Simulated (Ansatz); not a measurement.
# AlGeF (singlet): from Hartree-Fock to the top rungs, cc-pVDZ

The task here is to estimate one member of a computed series from the others.

The runs use Ansatz 0.2.0, Gaussian basis; cc-pVDZ, core rule «outside noble gas», up to 20 orbitals frozen.

Plan: UHF; CCSD(T) on RHF; CCSD(T) on UHF; BCCD(T) on RHF; CISD; CCSDT(Q) on RHF; CCSDT(Q) on UHF.

37 further runs of the same task are left out: 10 for a known fault of the program, 13 that didn't finish, 14 set aside as unsound or not needed. Runs told in other sessions of the task aren't counted.

### The geometry

The geometry is a PBE0/def2-TZVP stationary point (not a proven minimum) of the parent state, kept for this charge and spin. No spin-orbit coupling is included. The filled d shell of Ge may be among the frozen orbitals whatever the setting's name suggests.

3 atoms, charge 0, spin multiplicity 1.

Atoms are counted from 1 here; the program's logs count them from 0.

Bond lengths: F1–Al2 1.648 Å, Al2–Ge3 2.413 Å. Angles: F1–Al2–Ge3 180.0°.

Coordinates:

| atom | x (Å) | y (Å) | z (Å) |
| --- | --- | --- | --- |
| F1 | 0.0000 | 0.0000 | -1.9031 |
| Al2 | 0.0000 | 0.0000 | -0.2549 |
| Ge3 | 0.0000 | 0.0000 | 2.1580 |

The first run:

in.yaml reads:

```yaml
crystal:
  periodic: [false, false, false]
  atoms:
    - {symbol: F, position_ang: [0.000000, 0.000000, -1.903100]}
    - {symbol: Al, position_ang: [0.000000, 0.000000, -0.254900]}
    - {symbol: Ge, position_ang: [0.000000, 0.000000, 2.158000]}
basis:
  gaussian: {orbitals: cc-pVDZ}
magnetization: {spin_polarized: true, initial_magnetization: 0}
hamiltonian: {xc: hf}
output: {orbitals: {seedname: orbitals}}
```

The run is started by

```sh
> ansatz run in.yaml --threads 1 --pin off --events-out ev --progress --plain --max-ram 2393MiB
```

Among the steps run: UHF; CCSD(T) on RHF; CCSD(T) on UHF; BCCD(T) on RHF; CISD; CCSDT(Q) on RHF; CCSDT(Q) on UHF.

One of the session's tables, all rows but one given; the rest of the session is left out.

| method | from RCCSDT(Q) (kcal/mol) |
| --- | --- |
| RHF | +218.07 |
| UHF | +195.92 |
| RMP2 | +27.00 |
| UMP2 | +12.72 |
| CISD | +33.32 |
| RCCSD | +10.75 |
| UCCSD | -2.23 |
| RCCSD(T) | +4.70 |
| UCCSD(T) | ? |
| BCCD(T) | +4.61 |
| RCCSDT | +1.96 |
| UCCSDT | -13.18 |
| RCCSDT(Q) | 0 |
| UCCSDT(Q) | -15.23 |

**Question.** Estimate the row for UCCSD(T).

**Answer.** from RCCSDT(Q) (kcal/mol): -8.47. In the column «from RCCSDT(Q) (kcal/mol)» it lies between UCCSDT (-13.18) and UCCSD (-2.23).

The program flags UCCSD(T), RCCSDT(Q), UCCSDT(Q) as in doubt (see the logs), so the zero of the table is itself unsure.

To keep in mind: The determinant of CCSD(T) (⟨S²⟩ 1.02) is far from a pure spin state, so its energy mixes those of several spin states; high orders of coupled cluster remove much of that, low ones don't. The report flags that the cluster equations may have other roots. The determinant of CCSDT(Q) (⟨S²⟩ 1.02) is far from a pure spin state, so its energy mixes those of several spin states; high orders of coupled cluster remove much of that, low ones don't. The program flags UCCSD(T), RCCSDT(Q), UCCSDT(Q) as in doubt, so the zero of the table is itself unsure. Warnings: restricted reference is unstable; spin contamination. Restricted and unrestricted rows rest on different reference determinants; a gap between their highest levels can come from leftover correlation error, from unlike frozen cores or from another state.
